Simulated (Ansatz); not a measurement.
# FH4NbO4: basis-set convergence

An exercise on one series of results from a longer session: the logs are not shown, and one member is left open.

Program: Ansatz 0.2.0, Gaussian basis. Level of theory: one geometry, several basis sets. These are calculated values, not measurements.

The runs, in order: PBE0-D4/def2-SVP; ωB97M-V/def2-SVP; PBE0-D4/def2-QZVPP; ωB97M-V/def2-QZVPP; the functionals' def2-TZVPP values are taken from earlier runs.

## Structure used throughout

All runs share one geometry, relaxed beforehand with PBE0-D4 in a triple-zeta def2 set. Nb takes the def2 core potential; no spin-orbit term is included.

SMILES `[OH][Nb]([OH])([OH])([OH])[F]`, 10 atoms, charge 0, spin multiplicity 1.

Atoms are counted from 1 here; the program's logs count them from 0.

Bond lengths: O1–Nb2 1.887 Å, O1–H7 0.959 Å, Nb2–O3 1.899 Å, Nb2–O4 1.887 Å, Nb2–O5 1.929 Å, Nb2–F6 1.890 Å, O3–H8 0.958 Å, O4–H9 0.959 Å, O5–H10 0.962 Å. Angles: Nb2–O1–H7 126.9°, O1–Nb2–O3 94.7°, O1–Nb2–O4 114.9°, O1–Nb2–O5 122.5°, O1–Nb2–F6 93.2°, O3–Nb2–O4 94.7°, O3–Nb2–O5 82.0°, O3–Nb2–F6 165.3°, O4–Nb2–O5 122.5°, O4–Nb2–F6 93.2°, O5–Nb2–F6 83.3°, Nb2–O3–H8 130.9°, Nb2–O4–H9 126.8°, Nb2–O5–H10 114.3°.

Geometry (Å):

```xyz
10
FH4NbO4
O    -1.3059   -0.5768   -1.3804
Nb   -0.2329    0.2122   -0.0435
O     0.7250   -1.3804    0.3481
O    -1.0408    0.3292    1.6580
O     1.5441    0.8744   -0.3957
F    -0.7433    1.9677   -0.5219
H    -1.2307   -1.4677   -1.7267
H     1.6638   -1.5692    0.3237
H    -0.8714   -0.2360    2.4137
H     1.5751    1.7953   -0.6726
```

The first run:

The input, in.yaml:

```yaml
crystal:
  periodic: [false, false, false]
  atoms:
    - {symbol: O, position_ang: [-1.305855, -0.576848, -1.380422]}
    - {symbol: Nb, position_ang: [-0.232948, 0.212243, -0.043516]}
    - {symbol: O, position_ang: [0.725020, -1.380409, 0.348119]}
    - {symbol: O, position_ang: [-1.040840, 0.329201, 1.658006]}
    - {symbol: O, position_ang: [1.544085, 0.874430, -0.395678]}
    - {symbol: F, position_ang: [-0.743288, 1.967653, -0.521898]}
    - {symbol: H, position_ang: [-1.230678, -1.467711, -1.726686]}
    - {symbol: H, position_ang: [1.663839, -1.569171, 0.323745]}
    - {symbol: H, position_ang: [-0.871378, -0.235966, 2.413698]}
    - {symbol: H, position_ang: [1.575142, 1.795275, -0.672568]}
basis:
  gaussian: {orbitals: def2-SVP}
hamiltonian: {xc: pbe0, dispersion: d4}
output: {orbitals: {seedname: orbitals}}
```

Started as:

```console
ansatz run in.yaml --threads 4 --pin off --events-out ev --progress --plain --max-ram 11315MiB
```

Steps of the session up to this table: PBE0-D4 in def2-SVP; ωB97M-V in def2-SVP; PBE0-D4 in def2-QZVPP; ωB97M-V in def2-QZVPP.

One of the session's tables, all rows but one given; the rest of the session is left out.

It belongs to the step «Functionals by basis». 

| functional | basis | HOMO (eV) | LUMO (eV) |
| --- | --- | --- | --- |
| PBE0-D4 | def2-SVP | -8.93 | -1.84 |
| PBE0-D4 | def2-TZVPP | -9.06 | -1.92 |
| PBE0-D4 | def2-QZVPP | ? | ? |
| ωB97M-V | def2-SVP | -11.34 | 0.36 |
| ωB97M-V | def2-TZVPP | -11.48 | 0.25 |
| ωB97M-V | def2-QZVPP | -11.53 | 0.18 |

Q: Estimate the row for PBE0-D4, def2-QZVPP from the others.

As computed: HOMO (eV): -9.10; LUMO (eV): -1.95. In the column «HOMO (eV)» it lies between ωB97M-V, def2-SVP (-11.34) and PBE0-D4, def2-TZVPP (-9.06).
